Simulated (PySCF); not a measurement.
# AsCl3H3In (In(AsH3)Cl3): the cost of one run

Programs: PySCF 2.14.0, with density-fitted response routines of our own. Each step states its level of theory. These are calculated values for one molecule in the gas phase, unless marked as measured. Atoms are numbered from 0 throughout.

## Step 1: Starting geometry

8 atoms, charge 0, multiplicity 1; geometry from: GFN2-xTB. The atoms were then displaced at random by about 0.03 Å, so the start is not that level's minimum.

Bonds of the start (Å): In0–As1 3.04, In0–Cl5 2.23, In0–Cl6 2.38, In0–Cl7 2.23, As1–H2 1.47, As1–H3 1.53, As1–H4 1.48.

## Step 2: Geometry optimisation at PBE0-D3(BJ)/def2-SVP

Job settings and geometry (Å):

```
{"job": {"xc": "PBE0", "basis": "def2-SVP", "d3": "d3bj", "grid": 1, "maxiter": 40, "shake": 0.03, "kind": "geom"}, "charge": 0, "multiplicity": 1}
In     0.057430    -0.063080    -1.748390
As    -0.012100    -0.017990     1.290300
H      0.654830     0.978670     2.144090
H      0.616890    -1.123940     2.135470
H     -1.226130     0.077660     2.126730
Cl     2.269030     0.006730    -2.019090
Cl    -1.101200     1.996750    -1.997140
Cl    -1.120520    -1.940460    -2.015680
```

Launch:

```
$ OMP_NUM_THREADS=1 python probes_run.py task.json out
```

This one command runs all jobs of the session in turn.

**Question.** How long does this first job take on 1 thread of Arm Neoverse V1, shared host, and how much memory does it need?

About 68 s, with a peak of 0.53 GiB.
